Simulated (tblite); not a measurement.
# C6H10BN: the cost of one run

The runs use tblite 0.8.0 and PySCF 2.14.0, with density-fitted response routines of our own; the level of theory stands in each step. All values are computed, except where a source is named. Atoms count from 0, in the outputs and in this text.

**1. Starting geometry**

18 atoms, charge 0, multiplicity 1; geometry from: force field or distance geometry start.

Bonds of the start (Å): N0–B1 1.52, B1–C2 1.59, C2–C3 1.48, C3–C4 1.33, C4–C5 1.49, C2–C6 1.51, C6–C7 1.53, C7–C2 1.49, C5–C3 1.50, N0–H8 1.05, N0–H9 1.05, B1–H10 1.20, C4–H11 1.10, C5–H12 1.11, C5–H13 1.12, C6–H14 1.12, C6–H15 1.08, C7–H16 1.09, C7–H17 1.11.

**2. Relaxing the molecule with GFN2-xTB**

The job: settings as JSON, then the geometry in Å.

```
{"job": {"kind": "relax", "xc": "GFN2-xTB", "basis": "xTB"}, "charge": 0, "multiplicity": 1}
N     -0.986500     1.646400     1.568100
B     -1.342700     0.363200     0.829400
C     -0.346200    -0.310800    -0.215100
C      1.105900    -0.014400    -0.132800
C      2.314100     0.187100    -0.652100
C      2.226500     0.233200     0.830200
C     -0.986000    -0.481100    -1.576100
C     -0.643800    -1.688200    -0.704000
H     -1.490700     2.434100     1.090800
H     -1.298800     1.659600     2.571500
H     -2.512700     0.183500     0.637000
H      2.889900     0.258800    -1.592100
H      2.201900     1.213400     1.359600
H      2.649200    -0.660200     1.362200
H     -2.071300    -0.197500    -1.653600
H     -0.378400    -0.282300    -2.447400
H      0.108800    -2.332000    -1.155900
H     -1.448000    -2.206500    -0.131500
```

Started as:

```
> OMP_NUM_THREADS=1 python probes_run.py task.json out
```

One launch serves the whole session: the jobs run in the order shown.

Q: Estimate the wall time and peak memory of this first job on 1 thread of Arm Neoverse N1, shared host.

About 1.7 s, with a peak of 0.18 GiB.
